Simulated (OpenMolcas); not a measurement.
**triplet Si2H4ClF at 6 levels**

We compute a comparison of 6 runs (UHF/STO-3G, UHF/3-21G, U-r2SCAN/def2-SVP, UB3LYP/def2-SVP, UBLYP/def2-SVP, ROMP2/def2-SVP) of triplet Si2H4ClF. 

The results are computed with OpenMolcas 26.06.

**1. The system as given**

Si2H4ClF: 8 atoms, total charge 0, spin state triplet. SMILES of the parent species: `F[SiH]([SiH3])Cl`. Geometry: relaxed at PBE0-D4/def2-TZVP. That shape belongs to the parent species and isn't relaxed for this state.

Bond lengths: F1–Si2 1.597 Å, Si2–Si3 2.339 Å, Si2–Cl4 2.049 Å, Si2–H5 1.481 Å, Si3–H6 1.487 Å, Si3–H7 1.486 Å, Si3–H8 1.485 Å. Some angles: F1–Si2–Si3 109.8°, F1–Si2–Cl4 107.9°, Si3–Si2–Cl4 109.0°, F1–Si2–H5 107.2°, Si3–Si2–H5 115.4°, Cl4–Si2–H5 107.3°, Si2–Si3–H6 110.0°, Si2–Si3–H7 108.3°, Si2–Si3–H8 109.2°, H6–Si3–H7 109.5°.

**2. A single-point energy at UHF/STO-3G (run 1)**

input.xyz reads:

```xyz
8

F     -1.329000     1.796800     0.161200
Si    -0.382900     0.812800    -0.667700
Si     0.539000    -0.793000     0.761300
Cl    -1.534100    -0.130100    -2.075900
H      0.596600     1.655400    -1.392300
H      1.355700    -0.131100     1.812300
H      1.403500    -1.693800    -0.044400
H     -0.556600    -1.574100     1.389600
```

job.inp reads:

```
&GATEWAY
BasLib = $CurrDir
Coord = input.xyz
Basis = STO-3G
Group = NoSym
&SEWARD
&SCF
UHF
Spin = 3
Thresholds = 1e-10 1e-07 1e-07 1e-05
PrOrbitals = 1 1
```

The basis set STO-3G is read from a file made from the Basis Set Exchange's data (not shown).

Launch:

```
export MOLCAS_MEM=1860
pymolcas job.inp > job.log
```

Log:

```text
--- Start Module: gateway ---
[...]
--- Stop Module: gateway /rc=_RC_ALL_IS_WELL_ ---
--- Start Module: seward ---
[...]
      Basis functions           36
--- Stop Module: seward /rc=_RC_ALL_IS_WELL_ ---
--- Start Module: scf ---
[...]
       Convergence after  24 Iterations
[...]
::    Total SCF energy                              -1125.9122385429
[...]
      Total spin, S                                     1.0026973070
[...]
      Total electronic charge=   58.000000
      Total            charge=   -0.000000
[...]
      Dipole Moment (debye):
      Origin of the operator (angstrom)=   -0.6293    0.2491   -0.5716
                   X=  2.2863E+00               Y=  8.8304E-01               Z=  2.0685E+00           Total=  3.2071E+00
      Quadrupole Moment (debye*angstrom):
[...]
--- Stop Module: scf /rc=_RC_ALL_IS_WELL_ ---
[...]
```

Wall time 2.3 s (1 thread of Arm Neoverse V1, shared host); peak memory 0.37 GiB.

**3. The energy at UHF/3-21G (run 2)**

run.inp reads:

```
&GATEWAY
 BasLib
 $CurrDir
 Coord
 8
 angstrom
 F       -1.329000       1.796800       0.161200
 Si      -0.382900       0.812800      -0.667700
 Si       0.539000      -0.793000       0.761300
 Cl      -1.534100      -0.130100      -2.075900
 H        0.596600       1.655400      -1.392300
 H        1.355700      -0.131100       1.812300
 H        1.403500      -1.693800      -0.044400
 H       -0.556600      -1.574100       1.389600
 Basis
 3-21G
 Group
 NoSym

&SEWARD

&SCF
 UHF
 Spin
 3
 Thresholds
 1e-10 1e-07 1e-07 1e-05
 PrOrbitals
 1
```

The basis set 3-21G is read from a file made from the Basis Set Exchange's data (not shown).

Launch:

```
export MOLCAS_MEM=1860
pymolcas run.inp > run.log
```

Log:

```text
--- Start Module: gateway ---
[...]
--- Stop Module: gateway /rc=_RC_ALL_IS_WELL_ ---
--- Start Module: seward ---
[...]
      Basis functions           56
--- Stop Module: seward /rc=_RC_ALL_IS_WELL_ ---
--- Start Module: scf ---
[...]
       Convergence after  34 Iterations
[...]
::    Total SCF energy                              -1133.1285563464
[...]
      Total spin, S                                     1.0030854844
[...]
      Total electronic charge=   58.000000
      Total            charge=   -0.000000
[...]
      Dipole Moment (debye):
      Origin of the operator (angstrom)=   -0.6293    0.2491   -0.5716
                   X=  2.5261E+00               Y= -6.7185E-01               Z=  1.3556E+00           Total=  2.9445E+00
      Quadrupole Moment (debye*angstrom):
[...]
--- Stop Module: scf /rc=_RC_ALL_IS_WELL_ ---
[...]
```

Wall time 4.2 s (1 thread of Arm Neoverse V1, shared host); peak memory 0.39 GiB.

Run 3 isn't shown in full; the table further down has it.

**4. The energy at UB3LYP/def2-SVP (run 4)**

test.inp reads:

```
&GATEWAY
BasLib=$CurrDir
Coord
8
angstrom
F       -1.329000       1.796800       0.161200
Si      -0.382900       0.812800      -0.667700
Si       0.539000      -0.793000       0.761300
Cl      -1.534100      -0.130100      -2.075900
H        0.596600       1.655400      -1.392300
H        1.355700      -0.131100       1.812300
H        1.403500      -1.693800      -0.044400
H       -0.556600      -1.574100       1.389600
Basis=def2-SVP
Group=NoSym
&SEWARD
GridInput
Grid=UltraFine
End of Grid
&SCF
UHF
Spin=3
KSDFT=B3LYP
Thresholds=1e-10 1e-07 1e-07 1e-05
PrOrbitals=0
```

The basis set def2-SVP is read from a file made from the Basis Set Exchange's data (not shown).

Launch:

```
export MOLCAS_MEM=1860
pymolcas test.inp > test.log
```

Log:

```text
--- Start Module: gateway ---
[...]
--- Stop Module: gateway /rc=_RC_ALL_IS_WELL_ ---
--- Start Module: seward ---
[...]
      Basis functions           88
--- Stop Module: seward /rc=_RC_ALL_IS_WELL_ ---
[...]
--- Start Module: scf ---
[...]
       Convergence after  26 Iterations
[...]
::    Total KS-DFT energy                           -1140.9542308794
[...]
      Total spin, S                                     1.0010510776
[...]
      Total electronic charge=   58.000000
      Total            charge=   -0.000000
[...]
      Dipole Moment (debye):
      Origin of the operator (angstrom)=   -0.6293    0.2491   -0.5716
                   X=  1.1382E+00               Y= -7.2778E-01               Z= -1.3340E-01           Total=  1.3575E+00
      Quadrupole Moment (debye*angstrom):
[...]
--- Stop Module: scf /rc=_RC_ALL_IS_WELL_ ---
[...]
```

Run time: 68 s. Hardware: 1 thread of Arm Neoverse V1, shared host; peak memory 0.48 GiB.

Run 5 isn't shown in full; the table further down has it.

**5. The energy at ROMP2/def2-SVP (run 6)**

struct.xyz reads:

```xyz
8

F     -1.329000     1.796800     0.161200
Si    -0.382900     0.812800    -0.667700
Si     0.539000    -0.793000     0.761300
Cl    -1.534100    -0.130100    -2.075900
H      0.596600     1.655400    -1.392300
H      1.355700    -0.131100     1.812300
H      1.403500    -1.693800    -0.044400
H     -0.556600    -1.574100     1.389600
```

test.input reads:

```
&gateway
  baslib=$CurrDir
  coord=struct.xyz
  basis=def2-SVP
  group=NoSym

&seward

&scf
  uhf
  spin=3
  thresholds=1e-10 1e-07 1e-07 1e-05
  prorbitals=0

&rasscf
  fileorb=$Project.UnaOrb
  spin=3
  nactel=2 0 0
  inactive=28
  ras2=2
  outorbitals=Canonical
  orblisting=Nothing

&caspt2
  ipea=0.0
  frozen=16
```

The basis set def2-SVP is read from a file made from the Basis Set Exchange's data (not shown).

Launch:

```
export MOLCAS_MEM=1860
pymolcas test.input > test.log
```

Log:

```text
--- Start Module: gateway ---
[...]
--- Stop Module: gateway /rc=_RC_ALL_IS_WELL_ ---
[...]
      Basis functions           88
[...]
       Convergence after  33 Iterations
[...]
::    Total SCF energy                              -1138.5879500977
[...]
      Total spin, S                                     1.0030375505
[...]
--- Start Module: rasscf ---
[...]
      Number of active orbitals                  2
[...]
      Spin quantum number                      1.0
[...]
      Active orbitals                            2
[...]
      Number of CSFs                             1
[...]
      Number of root(s) required                 1
[...]
      Convergence after 17 iterations
[...]
      printout of CI-coefficients larger than  0.05 for root  1
      energy=   -1138.585140
      conf/sym  11     Coeff  Weight
             1  uu   1.00000 1.00000
      Natural orbitals and occupation numbers for root  1
      sym 1:   1.000000   1.000000
      ************************************************************************************************************************
      *                                                    Final results                                                     *
[...]
::    RASSCF root number  1 Total energy:  -1138.58513992
[...]
      Total electronic charge=   58.000000
      Total            charge=   -0.000000
[...]
      Dipole Moment (debye):
      Origin of the operator (angstrom)=   -0.6293    0.2491   -0.5716
                   X=  1.9188E+00               Y= -1.0683E+00               Z=  7.0110E-01           Total=  2.3053E+00
      Quadrupole Moment (debye*angstrom):
[...]
--- Stop Module: rasscf /rc=_RC_ALL_IS_WELL_ ---
[...]
--- Start Module: caspt2 ---
[...]
 ###    WARNING: User changed nr of frozen orbitals.                         ###
 ###############################################################################
[...]
      E2 (Variational):          -0.5198630833
      Total energy:           -1139.1050030031
[...]
      Reference weight:           0.84441
[...]
::    CASPT2 Root  1     Total energy:  -1139.10500300
[...]
--- Stop Module: caspt2 /rc=_RC_ALL_IS_WELL_ ---
[...]
```

It took 20 s on 1 thread of Arm Neoverse V1, shared host; peak memory 0.48 GiB.

**6. The series**

| run | level | integration grid | frozen core orbitals | energy (Eh) | dipole moment (D) | HOMO energy (eV) | ⟨S²⟩ | wall time |
| --- | --- | --- | --- | --- | --- | --- | --- | --- |
| 1 | UHF/STO-3G | – | – | -1125.912239 | 3.21 | -0.59 | 2.008 | 2.3 s |
| 2 | UHF/3-21G | – | – | -1133.128556 | 2.94 | -4.18 | 2.009 | 4.2 s |
| 3 | U-r2SCAN/def2-SVP | UltraFine | – | -1140.785776 | 1.28 | -1.99 | 2.005 | 99 s |
| 4 | UB3LYP/def2-SVP | UltraFine | – | -1140.954231 | 1.36 | -2.29 | 2.003 | 68 s |
| 5 | UBLYP/def2-SVP | UltraFine | – | -1140.874695 | 1.09 | -1.41 | 2.002 | 64 s |
| 6 | ROMP2/def2-SVP | – | 16 | -1139.105003 | – | – | – | 20 s |

**7. Results**

| quantity | value |
| --- | --- |
| run 6: total energy | -1139.10500 Eh |

**Reading.** Over runs 1, 2, 3, 4, 5 the dipole moment (its size) runs from 1.09 D (UBLYP/def2-SVP) to 3.21 D (UHF/STO-3G). The two ends differ in method and basis. Totals of different functionals can't be ranked against each other. In run 1 the basis is minimal, so the values are rough. All runs together took 4.3 min, the longest 99 s.
